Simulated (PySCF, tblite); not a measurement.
# C₅H₁₃ClSi₂: geometry, infrared bands and NMR shifts

Aim: predict the infrared bands and NMR shifts of C₅H₁₃ClSi₂ (`C[C@@H]1[SiH2]CC[Si@@H]1CCl`).

The runs use tblite 0.8.0 and PySCF 2.14.0, with density-fitted response routines of our own; the level of theory stands in each step. All values are computed, except where a source is named. Atoms count from 0, in the outputs and in this text.

**1. The starting structure**

21 atoms, charge 0, multiplicity 1; geometry from: force field or distance geometry start.

Bonds of the start (Å): C0–C1 1.53, C1–Si2 1.91, Si2–C3 1.90, C3–C4 1.52, C4–Si5 1.91, Si5–C6 1.85, C6–Cl7 1.78, Si5–C1 1.94, C0–H8 1.09, C0–H9 1.09, C0–H10 1.09, C1–H11 1.11, Si2–H12 1.48, Si2–H13 1.48, C3–H14 1.11, C3–H15 1.09, C4–H16 1.09, C4–H17 1.10, Si5–H18 1.49, C6–H19 1.10, C6–H20 1.08.

**2. Optimising the geometry with GFN2-xTB**

Job settings and geometry (Å):

```
{"job": {"kind": "relax", "xc": "GFN2-xTB", "basis": "xTB"}, "charge": 0, "multiplicity": 1}
C      2.265900    -0.609100    -0.090000
C      0.895100    -0.706800     0.587100
Si    -0.347400    -1.894100    -0.237100
C     -2.039300    -1.059300     0.013700
C     -1.841700     0.439700    -0.160300
Si    -0.167800     0.917900     0.614100
C      0.661700     2.299100    -0.303600
Cl    -0.370500     3.743000    -0.247400
H      2.903800     0.116100     0.424600
H      2.167000    -0.291900    -1.131200
H      2.771200    -1.574400    -0.080700
H      1.024000    -1.026400     1.641200
H     -0.063300    -1.944400    -1.683700
H     -0.293700    -3.246600     0.356700
H     -2.382100    -1.270000     1.045000
H     -2.796200    -1.452800    -0.656800
H     -2.661000     1.011800     0.284500
H     -1.805800     0.682700    -1.235900
H     -0.381200     1.264100     2.052600
H      1.627100     2.566900     0.153100
H      0.825300     2.051400    -1.346500
```

Command:

```console
> OMP_NUM_THREADS=1 python probes_run.py task.json out
```

The driver reads the jobs from task.json and runs them one after another.

Standard output:

```text
step      E/eV     max force
  0    -688.71176    1.653
  1    -688.77238    0.584
  2    -688.78854    0.230
  3    -688.79889    0.313
  4    -688.80768    0.301
  5    -688.81520    0.197
  6    -688.82098    0.200
  7    -688.82643    0.171
  8    -688.83125    0.201
  9    -688.83538    0.189
 10    -688.83884    0.130
 11    -688.84178    0.117
 12    -688.84429    0.143
 13    -688.84610    0.091
 14    -688.84710    0.061
 15    -688.84770    0.056
 16    -688.84821    0.066
 17    -688.84868    0.053
 18    -688.84903    0.050
 19    -688.84922    0.026
 20    -688.84931    0.023
 21    -688.84936    0.016
 22    -688.84941    0.019
 23    -688.84946    0.021
 24    -688.84950    0.021
 25    -688.84953    0.015
 26    -688.84956    0.013
 27    -688.84959    0.015
 28    -688.84961    0.013
 29    -688.84963    0.010
```

Wall time 0.42 s (1 thread of Intel Xeon at 2.70GHz, shared host).

Along the way:

| step | energy from step 0 (eV) | largest force (eV/Å) |
| --- | --- | --- |
| 0 | 0.0000 | 1.6526 |
| 1 | -0.0606 | 0.5835 |
| 2 | -0.0768 | 0.2298 |
| 3 | -0.0871 | 0.3131 |
| 4 | -0.0959 | 0.3005 |
| 5 | -0.1034 | 0.1970 |
| 6 | -0.1092 | 0.1997 |
| 7 | -0.1147 | 0.1708 |
| 8 | -0.1195 | 0.2014 |
| 9 | -0.1236 | 0.1889 |
| 10 | -0.1271 | 0.1304 |
| 11 | -0.1300 | 0.1169 |
| 12 | -0.1325 | 0.1430 |
| 13 | -0.1343 | 0.0907 |
| 14 | -0.1353 | 0.0612 |
| 15 | -0.1359 | 0.0557 |
| 16 | -0.1364 | 0.0662 |
| 17 | -0.1369 | 0.0534 |
| 18 | -0.1373 | 0.0498 |
| 19 | -0.1375 | 0.0259 |
| 20 | -0.1375 | 0.0229 |
| 21 | -0.1376 | 0.0164 |
| 22 | -0.1377 | 0.0188 |
| 23 | -0.1377 | 0.0206 |
| 24 | -0.1377 | 0.0207 |
| 25 | -0.1378 | 0.0146 |
| 26 | -0.1378 | 0.0127 |
| 27 | -0.1378 | 0.0149 |
| 28 | -0.1378 | 0.0132 |
| 29 | -0.1379 | 0.0097 |

Close pairs (by a distance rule), those that changed most:

| bond | before (Å) | after (Å) | change (Å) |
| --- | --- | --- | --- |
| Si5–C6 | 1.854 | 1.912 | +0.058 |
| C1–Si5 | 1.942 | 1.917 | -0.025 |
| Si5–H18 | 1.495 | 1.471 | -0.024 |
| C1–H11 | 1.109 | 1.093 | -0.016 |
| C3–H14 | 1.107 | 1.091 | -0.016 |
| C6–H19 | 1.101 | 1.086 | -0.015 |
| Si2–H13 | 1.478 | 1.466 | -0.012 |
| C4–H17 | 1.103 | 1.092 | -0.011 |

The final coordinates are the input of the step that follows.

**3. Vibrational analysis with GFN2-xTB**

Job settings and geometry (Å):

```
{"job": {"kind": "ir", "xc": "GFN2-xTB", "basis": "xTB"}, "charge": 0, "multiplicity": 1}
C      2.205700    -0.603605    -0.080462
C      0.834088    -0.709602     0.584697
Si    -0.337995    -1.953657    -0.278661
C     -2.000946    -1.079863     0.021152
C     -1.803029     0.430531    -0.143825
Si    -0.160455     0.925695     0.684495
C      0.688514     2.328744    -0.298241
Cl    -0.365082     3.765475    -0.245733
H      2.841222     0.111685     0.439053
H      2.112288    -0.283254    -1.115201
H      2.708803    -1.569068    -0.073786
H      0.996621    -1.057581     1.607549
H     -0.040228    -2.042897    -1.713677
H     -0.290539    -3.295021     0.311490
H     -2.334177    -1.284664     1.039847
H     -2.791453    -1.436866    -0.638535
H     -2.657293     0.974394     0.259508
H     -1.765063     0.668519    -1.209029
H     -0.331780     1.405524     2.064636
H      1.639917     2.626080     0.132907
H      0.841966     2.096371    -1.348653
```

Standard output:

```text
mode    cm-1     km/mol
  1      20.5      0.13
  2      44.8      2.22
  3      86.0      1.63
  4     134.0      0.53
  5     162.3      0.38
  6     208.7      2.62
  7     230.0      0.99
  8     249.7      0.50
  9     287.5      0.91
 10     329.2      1.37
 11     375.3     10.92
 12     488.5     71.98
 13     524.5      4.52
 14     571.8     17.97
 15     606.4      5.66
 16     640.1     80.51
 17     646.4    118.65
 18     678.9     17.28
 19     691.7     90.50
 20     716.7     86.96
 21     742.2     26.46
 22     761.6    214.34
 23     778.6    381.55
 24     783.1     93.19
 25     796.6     89.36
 26     827.4     78.00
 27     990.2     10.40
 28    1041.5      3.60
 29    1050.5      5.00
 30    1059.6     27.38
 31    1093.8      4.73
 32    1095.5     22.99
 33    1136.7      1.88
 34    1137.5     22.91
 35    1188.9      0.84
 36    1272.2      2.71
 37    1277.6      5.31
 38    1284.7      5.04
 39    1419.6      0.58
 40    1434.2      7.54
 41    1478.9      1.18
 42    1494.3      2.74
 43    1511.3      4.04
 44    1515.7      4.10
 45    2207.0    157.45
 46    2220.0    518.09
 47    2239.5    301.06
 48    2943.7     31.06
 49    2960.2     13.04
 50    2974.2     75.62
 51    2986.7     40.13
 52    2996.4     28.21
 53    3001.1     12.13
 54    3006.6     22.80
 55    3010.7     24.72
 56    3017.1     49.85
 57    3034.3     28.91
```

It took 1.5 s on 1 thread of Intel Xeon at 2.70GHz, shared host.

Which atoms move in the most intense modes:

| cm⁻¹ | km/mol | atoms |
| --- | --- | --- |
| 646 | 118.7 | H12 35 %, H13 22 %, C3 11 % |
| 692 | 90.5 | C3 16 %, H18 13 %, Si2 11 % |
| 762 | 214.3 | Si5 19 %, C1 15 %, H13 11 % |
| 779 | 381.6 | H12 25 %, H13 21 %, C6 13 %, Si5 13 % |
| 783 | 93.2 | C3 18 %, Si2 16 % |
| 2207 | 157.4 | H18 90 % |
| 2220 | 518.1 | H12 82 % |
| 2240 | 301.1 | H13 88 % |

**4. NMR shieldings: PBE0/pcSseg-1**

Settings changed since step 3:

```diff
@@ -1,2 +1,2 @@
-{"job": {"kind": "ir", "xc": "GFN2-xTB", "basis": "xTB"}, "charge": 0, "multiplicity": 1}
+{"job": {"kind": "nmr", "xc": "PBE0", "basis": "pcSseg-1"}, "charge": 0, "multiplicity": 1}
 C      2.205700    -0.603605    -0.080462
```

With the program's defaults for keys left out, this is: GIAO PBE0/pcSseg-1 NMR shielding, non-relativistic, gas phase.

Standard output:

```text
coarse grid: 18368 points
cycle   1  E = -1236.7450416480  dE =  5.862e-01  |g| = 4.947e-01  |ddm| = 4.088e+00
cycle   2  E = -1236.7186556451  dE =  2.639e-02  |g| = 5.882e-01  |ddm| = 9.924e-01
cycle   3  E = -1236.8092309982  dE = -9.058e-02  |g| = 6.095e-02  |ddm| = 6.018e-01
cycle   4  E = -1236.8101159519  dE = -8.850e-04  |g| = 2.279e-02  |ddm| = 9.560e-02
cycle   5  E = -1236.8102354078  dE = -1.195e-04  |g| = 5.332e-03  |ddm| = 2.652e-02
cycle   6  E = -1236.8102418702  dE = -6.462e-06  |g| = 1.809e-03  |ddm| = 6.477e-03
final grid: 161480 points
cycle   7  E = -1236.8565252691  dE = -4.071e-05  |g| = 9.747e-03  |ddm| = 3.023e-02
cycle   8  E = -1236.8565098972  dE =  1.537e-05  |g| = 1.232e-02  |ddm| = 1.927e-02
cycle   9  E = -1236.8565493391  dE = -3.944e-05  |g| = 8.449e-04  |ddm| = 1.137e-02
cycle  10  E = -1236.8565494713  dE = -1.322e-07  |g| = 2.635e-04  |ddm| = 1.143e-03
cycle  11  E = -1236.8565494883  dE = -1.701e-08  |g| = 5.749e-05  |ddm| = 2.857e-04
cycle  12  E = -1236.8565494890  dE = -7.262e-10  |g| = 2.082e-05  |ddm| = 7.378e-05
converged SCF energy = -1236.8565494890

GIAO shielding tensors (ppm)
atom      isotropic    diamagn.    paramagn.     s11        s22        s33       span
  0 C      173.925     244.882     -70.957    166.199    169.484    186.093     19.893
  1 C      186.748     258.372     -71.624    178.391    183.876    197.978     19.586
  2 Si     367.654     880.908    -513.254    308.688    365.038    429.235    120.548
  3 C      178.182     252.176     -73.995    164.959    176.701    192.885     27.926
  4 C      175.261     253.783     -78.522    162.536    174.522    188.726     26.190
  5 Si     348.597     881.059    -532.461    298.168    366.654    380.970     82.802
  6 C      155.671     252.633     -96.962    135.236    142.559    189.217     53.981
  7 Cl     947.812    1144.955    -197.143    836.563    902.956   1103.917    267.355
  8 H       30.420      29.900       0.520     25.065     28.645     37.551     12.487
  9 H       30.923      31.096      -0.174     26.931     29.615     36.222      9.292
 10 H       30.308      28.790       1.518     24.488     28.036     38.400     13.912
 11 H       31.188      32.840      -1.653     26.828     28.325     38.410     11.581
 12 H       27.771      30.186      -2.415     24.618     25.779     32.916      8.297
 13 H       27.219      29.667      -2.449     23.435     24.801     33.420      9.985
 14 H       31.129      30.889       0.240     26.253     28.481     38.654     12.401
 15 H       30.519      29.380       1.139     24.776     27.766     39.016     14.240
 16 H       30.092      30.297      -0.205     23.745     29.225     37.306     13.562
 17 H       30.928      32.358      -1.430     25.617     30.208     36.960     11.343
 18 H       27.253      30.049      -2.796     23.785     25.556     32.417      8.632
 19 H       28.669      30.129      -1.460     21.733     29.293     34.981     13.248
 20 H       28.806      31.475      -2.669     22.704     29.037     34.675     11.971
```

It took 67 s on 1 thread of Intel Xeon at 2.70GHz, shared host; peak memory 1.1 GiB.

Shifts follow as δ = σ(reference) − σ, with reference shieldings (ppm) from runs at the same level and on the same kind of geometry: ¹H TMS 31.72, ¹³C TMS 186.9, ²⁹Si TMS 349.2, ³⁵Cl HCl 950. The references are single molecules in the gas phase. Atoms listed in one row are averaged.

| atoms | environment | σ (ppm) | δ (ppm) | δ scaled to CDCl3 |
| --- | --- | --- | --- | --- |
| C6 | sp3 CH2 bonded to Cl and Si | 155.7 | 31.3 | 28.6 |
| C0 | methyl carbon | 173.9 | 13.0 | 10.8 |
| C4 | sp3 CH2 bonded to Si | 175.3 | 11.7 | 9.5 |
| C3 | sp3 CH2 bonded to Si | 178.2 | 8.7 | 6.6 |
| C1 | sp3 CH bonded to 2 Si | 186.7 | 0.2 | -1.7 |
| H13 | hydrogen on a silicon bonded to 2 C, in a 5-membered ring | 27.22 | 4.50 | – |
| H18 | hydrogen on a silicon bonded to 3 C, in a 5-membered ring | 27.25 | 4.46 | – |
| H12 | hydrogen on a silicon bonded to 2 C, in a 5-membered ring | 27.77 | 3.95 | – |
| H19 | hydrogen on an sp3 CH2 bonded to Cl and Si | 28.67 | 3.05 | 2.98 |
| H20 | hydrogen on an sp3 CH2 bonded to Cl and Si | 28.81 | 2.91 | 2.85 |
| H16 | hydrogen on an sp3 CH2 bonded to Si | 30.09 | 1.62 | 1.64 |
| H15 | hydrogen on an sp3 CH2 bonded to Si | 30.52 | 1.20 | 1.23 |
| H8, H9, H10 | hydrogen on a methyl carbon | 30.55 | 1.17 | 1.21 |
| H17 | hydrogen on an sp3 CH2 bonded to Si | 30.93 | 0.79 | 0.85 |
| H14 | hydrogen on an sp3 CH2 bonded to Si | 31.13 | 0.59 | 0.66 |
| H11 | hydrogen on an sp3 CH bonded to 2 Si | 31.19 | 0.53 | 0.60 |
| Si5 | silicon bonded to 3 C, H, in a 5-membered ring | 348.6 | 0.6 | – |
| Si2 | silicon bonded to 2 C, 2 H, in a 5-membered ring | 367.7 | -18.5 | – |
| Cl7 | chlorine bonded to C | 948 | 2 | – |

The scaled column applies a straight-line fit of computed shieldings to shifts measured in CDCl3, with any fitted terms for Cl, Br or S neighbours (root-mean-square error 0.16 ppm for H, 1.9 ppm for C).

Charges from the same density, by scheme (e):

| atoms | Mulliken | IAO | Hirshfeld | ESP fit |
| --- | --- | --- | --- | --- |
| C0 | -0.22 | -0.40 | -0.12 | -0.41 |
| C1 | -0.90 | -0.65 | -0.19 | 0.06 |
| Si2 | 0.68 | 0.74 | 0.34 | 0.30 |
| C3 | -0.53 | -0.53 | -0.16 | -0.24 |
| C4 | -0.53 | -0.54 | -0.16 | -0.28 |
| Si5 | 0.92 | 0.90 | 0.35 | 0.51 |
| C6 | -0.52 | -0.53 | -0.13 | -0.62 |
| Cl7 | -0.17 | -0.10 | -0.07 | -0.12 |

Mayer bond orders: C0–C1 1.04, C1–Si2 0.88, Si2–C3 0.92, C3–C4 1.03, C4–Si5 0.93, Si5–C6 0.85, C6–Cl7 0.96, Si5–C1 0.85.

Ring of atoms C1, Si2, C3, C4, Si5: NICS(0) -3.8, NICS(1) -3.3, NICS(1)zz -0.2 ppm (means of both faces).

**5. Summary of results**

| quantity | value |
| --- | --- |
| strongest single infrared mode (GFN2-xTB) | 2220 cm⁻¹, 518 km/mol |
| zero-point energy (GFN2-xTB) | 102.2 kcal/mol |
| ¹³C shifts against TMS (PBE0/pcSseg-1) | 31.3, 13.0, 11.7, 8.7, 0.2 ppm |
| ¹H shifts against TMS (PBE0/pcSseg-1, means over atoms taken as alike) | 4.50, 4.46, 3.95, 3.05, 2.91, 1.62, 1.20, 1.17, 0.79, 0.59, 0.53 ppm |
| ²⁹Si shifts against TMS (PBE0/pcSseg-1) | 0.6, -18.5 ppm |
| ³⁵Cl shifts against HCl (PBE0/pcSseg-1) | 2 ppm |

What this shows: Relaxing lowered the energy by 0.138 eV in 29 steps; the close pair that moved most is Si5–C6, from 1.854 to 1.912 Å. No mode is imaginary among the 57: a minimum at this level. The strongest single mode, at 2220 cm⁻¹, moves mainly H12. Unscaled tight-binding wavenumbers are off by several per cent, some by more. Its intensities can rank the bands wrongly. The most deshielded carbon is C6 (sp3 CH2 bonded to Cl and Si), at 31.3 ppm: pulled downfield by the heteroatom. At PBE0/pcSseg-1: The largest span, 267 ppm, is at Cl7, where the paramagnetic term is -197 ppm.
